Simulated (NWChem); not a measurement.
# One shape, several levels: CH2BF3 (BH2(CF3))

Wanted: a comparison of 3 runs (HF/def2-SVP, PBE0/def2-SVP, PBE0/6-311+G**) of CH2BF3 (BH2(CF3)). 

The results are computed with NWChem 7.3.0.

## 1. The system as given

CH2BF3 has 7 atoms, charge 0, and is taken as a singlet. As SMILES, `[H]B([H])C(F)(F)F`. The coordinates come from a GFN2-xTB relaxation.

Bond lengths: B1–C4 1.609 Å, C4–F5 1.349 Å, C4–F6 1.357 Å, C4–F7 1.348 Å, B1–H2 1.161 Å, B1–H3 1.161 Å. Angles: B1–C4–F5 115.4°, B1–C4–F6 108.3°, B1–C4–F7 115.4°, F5–C4–F6 105.8°, F5–C4–F7 105.3°, F6–C4–F7 105.8°, H2–B1–C4 117.8°, H3–B1–C4 117.8°, H2–B1–H3 124.3°.

## 2. Energy and forces at HF/def2-SVP (run 1)

Input file ch2bf3.nw:

```
start ch2bf3
title "CH2BF3 gradient"
memory 2200 mb

geometry units angstroms noautosym nocenter noautoz
  B        0.496880       0.857580       0.009260
  H        1.657010       0.808720       0.013950
  H       -0.116130       1.839210      -0.077610
  C       -0.312160      -0.532680       0.039390
  F        0.298110      -1.543240       0.691330
  F       -0.470440      -0.960230      -1.238910
  F       -1.553270      -0.469360       0.562590
end

basis "ao basis" spherical bse
  * library def2-SVP
end

scf
  thresh 1e-08
  maxiter 80
end

task scf gradient
```

Run with:

```bash
nwchem ch2bf3.nw > ch2bf3.out
```

Output:

```text
[...]
  functions       =    80
[...]
  wavefunction    = RHF
[...]
         Total SCF energy =   -361.720704968603
      One-electron energy =   -857.586823828797
      Two-electron energy =    317.197105318002
 Nuclear repulsion energy =    178.669013542192
        Time for solution =     10.3s
[...]
                         RHF ENERGY GRADIENTS
    atom               coordinates                        gradient
                 x          y          z           x          y          z
   1 B       0.938967   1.620591   0.017499    0.008851   0.015630  -0.001501
   2 H       3.131295   1.528259   0.026362   -0.016057   0.000091  -0.000216
   3 H      -0.219454   3.475603  -0.146662    0.008124  -0.014243   0.001095
   4 C      -0.589897  -1.006619   0.074436    0.023573   0.041557   0.003570
   5 F       0.563346  -2.916301   1.306424    0.007848  -0.024940   0.011324
   6 F      -0.889003  -1.814572  -2.341200   -0.005834  -0.013253  -0.023366
   7 F      -2.935255  -0.886962   1.063141   -0.026504  -0.004842   0.009093
[...]
```

Wall time 14 s (1 thread of Intel Xeon Platinum 8259CL at 2.50GHz (Skylake/Cascade Lake), shared host); peak memory 0.1 GiB.

## 3. Energy and forces at PBE0/def2-SVP (run 2)

Input file run.py:

```python
from ase import Atoms
from ase.calculators.nwchem import NWChem

atoms = Atoms(['B', 'H', 'H', 'C', 'F', 'F', 'F'], positions=[
    [0.496880, 0.857580, 0.009260],
    [1.657010, 0.808720, 0.013950],
    [-0.116130, 1.839210, -0.077610],
    [-0.312160, -0.532680, 0.039390],
    [0.298110, -1.543240, 0.691330],
    [-0.470440, -0.960230, -1.238910],
    [-1.553270, -0.469360, 0.562590],
])

calc = NWChem(
    label='calc',
    theory='dft',
    memory='2200 mb',
    basis='def2-SVP',
    basispar='spherical bse',
    dft={'xc': 'pbe0', 'mult': '1', 'grid': 'xfine', 'convergence': 'energy 1e-08', 'iterations': '100', 'mulliken': None},
)
atoms.calc = calc

forces = atoms.get_forces()
print("Total energy (eV):", round(atoms.get_potential_energy(), 6))
print("forces (eV/A):")
for s, f in zip(atoms.symbols, forces):
    print(f"{s:2s} {f[0]:10.5f} {f[1]:10.5f} {f[2]:10.5f}")
print("dipole (e A):", atoms.get_dipole_moment().round(4))
```

Run with:

```bash
export ASE_NWCHEM_COMMAND="nwchem PREFIX.nwi > PREFIX.nwo"
python run.py
```

Output:

```text
Total energy (eV): -9878.022216
forces (eV/A):
B    -0.69214   -1.21685    0.05944
H     1.07380   -0.00406   -0.00370
H    -0.53798    0.94689   -0.09019
C    -0.61172   -1.07338   -0.00113
F     0.11488    0.52939   -0.06381
F     0.24899    0.46563    0.15123
F     0.40418    0.35240   -0.05183
dipole (e A): [0.2088 0.3635 0.0255]
```

The calculator wrote calc.nwi:

```
title "calc"

permanent_dir calc

scratch_dir calc

start calc

geometry units angstrom nocenter noautosym noautoz
  B  4.9687999999999999e-01 8.5758000000000001e-01 9.2599999999999991e-03
  H  1.6570100000000001e+00 8.0871999999999999e-01 1.3950000000000001e-02
  H  -1.1613000000000000e-01 1.8392100000000000e+00 -7.7609999999999998e-02
  C  -3.1215999999999999e-01 -5.3268000000000004e-01 3.9390000000000001e-02
  F  2.9810999999999999e-01 -1.5432399999999999e+00 6.9133000000000000e-01
  F  -4.7044000000000002e-01 -9.6023000000000003e-01 -1.2389100000000000e+00
  F  -1.5532699999999999e+00 -4.6936000000000000e-01 5.6259000000000003e-01
end

memory 2200 mb

basis spherical bse noprint
   * library def2-SVP
end

dft
  xc pbe0
  mult 1
  grid xfine
  convergence energy 1e-08
  iterations 100
  mulliken
end

task dft gradient
```

calc.nwo:

```text
Northwest Computational Chemistry Package (NWChem) 7.3.0
             --------------------------------------------------------

           Job information
           ---------------

    nwchem branch   = 7.3.0
    use scalapack   = T
    input           = calc.nwi
    prefix          = calc.
    data base       = calc/calc.db
    status          = startup
    nproc           =        1

           Memory information
           ------------------

[... 5 lines left out ...]
    hardfail = no
[... 108 lines left out ...]
  convergence criterion.
[... 42 lines left out ...]
          Spatial weights used:  Erf1
[... 32 lines left out ...]
 1-e energy   =    -856.727623
[... 45 lines left out ...]
           Coulomb energy =      357.461130572690
[... 635 lines left out ...]
          Convergence on density requested:  1.00D-05
[... 28 lines left out ...]
          total energy or number of iterations.
[... 38 lines left out ...]
                 ----------------------------------------
                 |  Time  |  1-e(secs)   |  2-e(secs)   |
                 ----------------------------------------
                 |  CPU   |       0.01   |       2.20   |
                 ----------------------------------------
                 |  WALL  |       0.01   |       2.20   |
                 ----------------------------------------

 Task  times  cpu:       33.7s     wall:       33.7s
 Total times  cpu:       33.7s     wall:       33.7s
```

Run time: 35 s. Hardware: 1 thread of Intel Xeon Platinum 8259CL at 2.50GHz (Skylake/Cascade Lake), shared host; peak memory 0.14 GiB.

## 4. Energy and gradient at PBE0/6-311+G(d,p) (run 3)

Input file ch2bf3.nw:

```
start ch2bf3
title "CH2BF3 PBE0"
memory stack 880 mb heap 220 mb global 1100 mb
charge 0

geometry noautosym nocenter noautoz
B        0.496880       0.857580       0.009260
H        1.657010       0.808720       0.013950
H       -0.116130       1.839210      -0.077610
C       -0.312160      -0.532680       0.039390
F        0.298110      -1.543240       0.691330
F       -0.470440      -0.960230      -1.238910
F       -1.553270      -0.469360       0.562590
end

basis spherical bse
* library 6-311+G**
end

dft
xc pbe0
grid fine
convergence energy 1e-08
iterations 100
mulliken
end

task dft gradient
```

Run with:

```bash
nwchem ch2bf3.nw > ch2bf3.out
```

Output:

```text
[...]
          Wavefunction type:  closed shell.
          No. of atoms     :     7
          No. of electrons :    40
[...]
          Charge           :     0
          Spin multiplicity:     1
[...]
          AO basis - number of functions:   122
[...]
              XC Information
              --------------
                         PBE0 Method XC Functional
                     Hartree-Fock (Exact) Exchange  0.250
          PerdewBurkeErnzerhof Exchange Functional  0.750
            Perdew 1991 LDA Correlation Functional  1.000 local
           PerdewBurkeErnz. Correlation Functional  1.000 non-local
[...]
 d= 0,ls=0.0,diis     1   -363.2376412912 -5.42D+02  1.08D-02  1.65D+00     4.4
[...]
 d= 0,ls=0.0,diis    10   -363.4003446774 -5.63D-09  1.60D-07  1.10D-09    34.0
         Total DFT energy =     -363.400344677421
      One electron energy =     -858.127318046328
           Coulomb energy =      357.330523798723
    Exchange-Corr. energy =      -41.272563972007
 Nuclear repulsion energy =      178.669013542192
[...]
  wavefunction    = closed shell
                         DFT ENERGY GRADIENTS
    atom               coordinates                        gradient
                 x          y          z           x          y          z
   1 B       0.938967   1.620591   0.017499    0.009287   0.016562   0.000283
   2 H       3.131295   1.528259   0.026362   -0.013587   0.000232  -0.000353
   3 H      -0.219454   3.475603  -0.146662    0.007031  -0.011999   0.000767
   4 C      -0.589897  -1.006619   0.074436    0.006317   0.011124  -0.000893
   5 F       0.563346  -2.916301   1.306424   -0.004038  -0.004642  -0.001253
   6 F      -0.889003  -1.814572  -2.341200   -0.003182  -0.005521   0.002401
   7 F      -2.935255  -0.886962   1.063141   -0.001828  -0.005756  -0.000953
[...]
```

It took 46 s on 1 thread of Intel Xeon Platinum 8259CL at 2.50GHz (Skylake/Cascade Lake), shared host; peak memory 0.12 GiB.

## 5. Overview of the runs

```
run           level  iteration cap  module  energy (Eh)  dipole moment (D)  HOMO energy (eV)  LUMO energy (eV)  wall time
  1     HF/def2-SVP             80     scf  -361.720705               2.60            -14.54              0.97       14 s
  2   PBE0/def2-SVP            100     dft  -363.010624               2.02            -10.09             -2.76       35 s
  3  PBE0/6-311+G**            100     dft  -363.400345               2.32            -10.36             -2.96       46 s
```

## 6. Results

```
                       quantity          value
            run 3: total energy  -363.40034 Eh
           run 3: dipole moment         2.32 D
             run 3: HOMO energy      -10.36 eV
             run 3: LUMO energy       -2.96 eV
           run 3: HOMO–LUMO gap        7.41 eV
run 3: largest force on an atom     0.977 eV/Å
```

In words: The dipole moment (its size) runs from 2.02 D (PBE0/def2-SVP) to 2.60 D (HF/def2-SVP). The HOMO–LUMO gap runs from 7.32 eV (PBE0/def2-SVP) to 15.50 eV (HF/def2-SVP). Exact exchange widens orbital gaps. All runs together took 95 s, the longest 46 s.
